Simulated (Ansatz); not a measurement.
What does this script print? It uses the Ansatz DFT code, driven from Python.

The script, `torsion_ch6n2osi.py`:
```python
"""Energy of CH6N2OSi as one group turns about a bond."""

import ansatz as az
from ase import Atoms

BASIS_SET = "6-31G*"
FUNCTIONAL = "cam_b3lyp"
FMAX = 0.02

atoms = Atoms(["N", "C", "O", "Si", "N", "H", "H", "H", "H", "H", "H"], positions=[
    [-1.5985, 0.7898, 0.0952],
    [-0.5235, 1.4153, 0.2757],
    [0.6461, 0.8732, 0.0065],
    [1.0292, -0.5725, -0.7061],
    [0.4037, -1.7923, 0.3394],
    [-2.4079, 1.482, 0.3587],
    [-0.3889, 2.4365, 0.6923],
    [0.2954, -0.6903, -2.0046],
    [2.4142, -0.7666, -0.8179],
    [0.8052, -1.6109, 1.2965],
    [-0.6097, -1.6213, 0.4848],
])

# relax first, so that the scan starts from a minimum
first = (
    az.Crystal.molecule_from_ase(atoms).calculation()
    .basis(gaussian=BASIS_SET)
    .functional(FUNCTIONAL)
    .relax(force_tolerance=FMAX, max_steps=80)  # relax until the tolerances are met
)
atoms.positions = first.run(threads=1).report["positions_ang"]

start = atoms.get_dihedral(2, 3, 4, 9)
energies = {}
for turn in range(0, 360, 30):
    turned = atoms.copy()
    turned.set_dihedral(2, 3, 4, 9, start + turn, indices=[4, 9, 10])
    base = az.Crystal.molecule_from_ase(turned).calculation().basis(gaussian=BASIS_SET).functional(FUNCTIONAL)
    energies[round((start + turn) % 360)] = base.run(threads=1).report["free_energy_ev"]
floor = min(energies.values())
print("dihedral O2-Si3-N4-H9 (deg)   E - E(min) (kJ/mol)")
for angle, e in sorted(energies.items()):
    print(f"{angle:8d} {96.485332 * (e - floor):14.3f}  " + "#" * int(30 * (e - floor) / max(max(energies.values()) - floor, 1e-9)))
```

Output of `python torsion_ch6n2osi.py`:
```text
dihedral O2-Si3-N4-H9 (deg)   E - E(min) (kJ/mol)
       8         31.691  #######################
      38         22.876  #################
      68         10.325  #######
      98          9.072  ######
     128         19.998  ##############
     158         34.646  #########################
     188         40.245  ##############################
     218         29.130  #####################
     248          9.415  #######
     278          0.000
     308          8.261  ######
     338         24.126  #################
```

Caveats:
- The settings weren't tested for convergence.
- The scan is rigid and the energies are electronic, in a modest basis. With rigid groups the curve can differ much from the relaxed path, the start wasn't checked as a minimum of this torsion, and equivalent turns needn't return to the same energy.
- Wall time of the script: 55 s on 1 thread of Intel(R) Xeon(R) 6975P-C (Granite Rapids), on a shared host, peak memory 0.31 GiB.

(A comment or docstring line of the script was reworded after the run, the code is as it ran.)
